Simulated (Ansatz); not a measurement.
The system is Ba2Tl5V3O12.

```xyz
22
Lattice="6.6527 0.0495 0.0202 2.8607 8.3646 0.0038 2.6828 2.4694 9.1957" Properties=species:S:1:pos:R:3 pbc="T T T"
Ba    5.5442    0.4859    0.2246
Ba    5.0453    8.8099    3.1356
V     7.8851    6.7880    3.1058
V     2.5747    2.3174    0.3028
V     2.2646    2.2781    6.0800
Tl    3.7845    4.2101    3.2255
Tl    6.5448    4.4409    5.5815
Tl    8.1264    9.0456    6.1615
Tl    6.6930    4.4787    1.0881
Tl    4.6212    7.2113    6.8375
O     3.6229    2.1646    4.9879
O     8.0188    5.0381    3.1811
O     3.7266    2.1571    1.5981
O     7.5372    1.8755    5.1646
O     4.9576    6.4605    9.0991
O     7.0474    7.3889    4.4933
O     8.6870    3.8848    6.7562
O     6.8904    7.1926    1.7495
O     1.1117    1.6298    0.9364
O     5.2975    9.5590    7.4268
O     5.9074    3.9074    8.2110
O     9.3999    7.5353    2.8601
```

The cell was built by a generator and needn't be a form met in nature.

Base run:

| Item | Value |
| --- | --- |
| Program | Ansatz 0.2.0 |
| Functional | revPBE |
| Potentials or basis | Ansatz PAW |
| Cutoff | 420 eV |
| Density cutoff | 1680 eV |
| k mesh | 5 × 4 × 3 |
| Occupations | fermi-dirac, width 0.05 eV |
| Spin | collinear spin, ferromagnetic start |
| Starting moments | [0.0, 0.0, 2.0, 2.0, 2.0, 0.0, 0.0, 0.0, 0.0, 0.0, 0.0, 0.0, 0.0, 0.0, 0.0, 0.0, 0.0, 0.0, 0.0, 0.0, 0.0, 0.0] μB |

Its results: band gap on the k mesh 2.97 eV, indirect (least direct gap 3.08 eV); pressure 1.6 GPa; net moment 0.00 μB per cell; largest force 0.183 eV/Å.

Q: The run is repeated on the same cell with these changes: functional from revPBE to RPBE. What comes out?

A: Band gap on the k mesh 2.98 eV, indirect (least direct gap 3.09 eV); pressure 2.2 GPa; net moment 0.00 μB per cell; largest force 0.256 eV/Å.

Caveats: the potentials were made for another functional, which shifts forces and pressure; spin-orbit coupling is left out, which as a rule narrows the gap of such compounds by several tenths of an eV; the PAW data sets come from PBE, with cores solved anew for the run's functional, which leaves a small shift of forces and pressure.

Not every run made on this cell is shown here.
